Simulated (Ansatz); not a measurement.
# C₂H₄FI: one species, many methods

How much do the methods differ for C₂H₄FI? The plan is to run it at one geometry with functionals of several rungs and with coupled cluster. The yardstick is the atomisation energy at the CCSD(T) limit.

Program: Ansatz 0.2.0, Gaussian basis. Level of theory: functionals in def2-TZVPP, the program's frozen cores in correlated methods. These are calculated values, not measurements.

Plan: LDA (SPW92), PBE-D4, revPBE-D4, BLYP-D4, r2SCAN-D4, B97M-V, PBE0-D4, B3LYP-D4, r2SCANh-D4, r2SCAN0-D4, HSE06-D4, BHLYP-D4, CAM-B3LYP-D4, LC-ωPBE, ωB97X-V, ωB97M-V, B2PLYP, PBE-QIDH; CCSD(T)/def2-SVP; CCSD(T)/def2-TZVPP; MP2/def2-QZVPP; extrapolation to the limit; RPA on PBE.

## (1) The geometry

An earlier PBE0-D4 in a triple-zeta def2 set relaxation fixed the geometry. I takes the def2 core potential; no spin-orbit term is included.

SMILES `CC(F)I`, 8 atoms, charge 0, spin multiplicity 1.

Atoms are counted from 1 here; the program's logs count them from 0.

Bond lengths: C1–C2 1.498 Å, C1–H5 1.090 Å, C1–H6 1.090 Å, C1–H7 1.094 Å, C2–F3 1.361 Å, C2–I4 2.166 Å, C2–H8 1.090 Å. Angles: C2–C1–H5 110.8°, C2–C1–H6 110.4°, C2–C1–H7 108.8°, H5–C1–H6 109.0°, H5–C1–H7 109.0°, H6–C1–H7 109.0°, C1–C2–F3 110.5°, C1–C2–I4 111.4°, C1–C2–H8 113.7°, F3–C2–I4 108.6°, F3–C2–H8 108.3°, I4–C2–H8 104.0°.

Geometry (Å):

```
atom    x (Å)    y (Å)    z (Å)
  C1   0.2890   0.7741   0.0303
  C2  -0.0532  -0.6829   0.0832
  F3   0.8320  -1.4079  -0.6538
  I4  -2.0479  -1.0539  -0.6739
  H5   0.2490   1.1437  -0.9946
  H6  -0.4057   1.3498   0.6416
  H7   1.3027   0.9120   0.4183
  H8  -0.0740  -1.0920   1.0930
```

## (2) LDA

This LDA is Slater exchange with PW92 correlation.

Contents of in.yaml:

```yaml
crystal:
  periodic: [false, false, false]
  atoms:
    - {symbol: C, position_ang: [0.289031, 0.774140, 0.030254]}
    - {symbol: C, position_ang: [-0.053150, -0.682948, 0.083216]}
    - {symbol: F, position_ang: [0.832012, -1.407933, -0.653818]}
    - {symbol: I, position_ang: [-2.047857, -1.053948, -0.673890]}
    - {symbol: H, position_ang: [0.249004, 1.143650, -0.994620]}
    - {symbol: H, position_ang: [-0.405706, 1.349830, 0.641578]}
    - {symbol: H, position_ang: [1.302721, 0.912032, 0.418350]}
    - {symbol: H, position_ang: [-0.073954, -1.092023, 1.093031]}
basis:
  gaussian: {orbitals: def2-TZVPP}
hamiltonian: {xc: lda}
output: {orbitals: {seedname: orbitals}}
```

The runs that follow: PBE-D4 (GGA); revPBE-D4 (GGA); BLYP-D4 (GGA); r2SCAN-D4 (meta-GGA); B97M-V (meta-GGA); PBE0-D4 (hybrid); B3LYP-D4 (hybrid); r2SCANh-D4 (hybrid); r2SCAN0-D4 (hybrid); HSE06-D4 (hybrid); BHLYP-D4 (hybrid); CAM-B3LYP-D4 (range-separated); LC-ωPBE-D4 (range-separated); ωB97X-V (range-separated); ωB97M-V (range-separated); B2PLYP (double hybrid); PBE-QIDH (double hybrid); CCSD(T) in def2-SVP; CCSD(T) in def2-TZVPP; MP2 in def2-QZVPP; RPA on PBE orbitals.

Q: Predict the results of all the runs planned. Wanted: atomisation energy, CCSD(T)/CBS; farthest beyond LDA; mean size of error, GGA; mean size of error, meta-GGA; mean size of error, hybrid; mean size of error, range-separated; mean size of error, double hybrid; gap, smallest and largest; T1 diagnostic.

**Answer**, as computed:

```
                               quantity                                                                                                                              value
        atomisation energy, CCSD(T)/CBS                                                                                                                      2839.0 kJ/mol
 functionals within 28.4 kJ/mol (1.0 %)  revPBE-D4, BLYP-D4, r2SCAN-D4, B97M-V, PBE0-D4, B3LYP-D4, r2SCANh-D4, HSE06-D4, CAM-B3LYP-D4, LC-ωPBE, ωB97X-V, ωB97M-V, PBE-QIDH
                    farthest beyond LDA                                                                                                           BHLYP-D4 (-110.2 kJ/mol)
                mean size of error, GGA                                                                                                                        29.5 kJ/mol
           mean size of error, meta-GGA                                                                                                                         7.7 kJ/mol
             mean size of error, hybrid                                                                                                                        35.1 kJ/mol
    mean size of error, range-separated                                                                                                                        12.3 kJ/mol
      mean size of error, double hybrid                                                                                                                        29.8 kJ/mol
              gap, smallest and largest                                                                                              4.29 eV (BLYP-D4), 11.33 eV (LC-ωPBE)
                          T1 diagnostic                                                                                                                             0.0097
triples share of the correlation energy                                                                                                                              2.9 %
```

LDA overbinds by 450.1 kJ/mol (16 %). PBE-D4 is off by +72.6 kJ/mol. Double hybrids carry the basis error of their MP2 part in triple zeta, and no dispersion term here, so their miss is partly the set-up's. The rungs meta-GGA, range-separated miss on average by less than the doubt on the reference (28.4 kJ/mol), so they tie. The reference freezes the cores and leaves out spin-orbit coupling and excitations past (T), and its outer-core shells are covered unevenly, so misses under about 28.4 kJ/mol can't be ranked. All levels share the lack of spin-orbit coupling, which lowers the free heavy atoms and so the true binding. Hartree-Fock recovers 72 % of the binding; the rest is correlation. CCSD(T) in def2-SVP is off by -155.1 kJ/mol, which most functionals beat. The gap grows from 4.3 to 11.3 eV across the functionals, mostly with the share of exact exchange. Correlated methods include outer-core shells of I, which these sets cover unevenly.
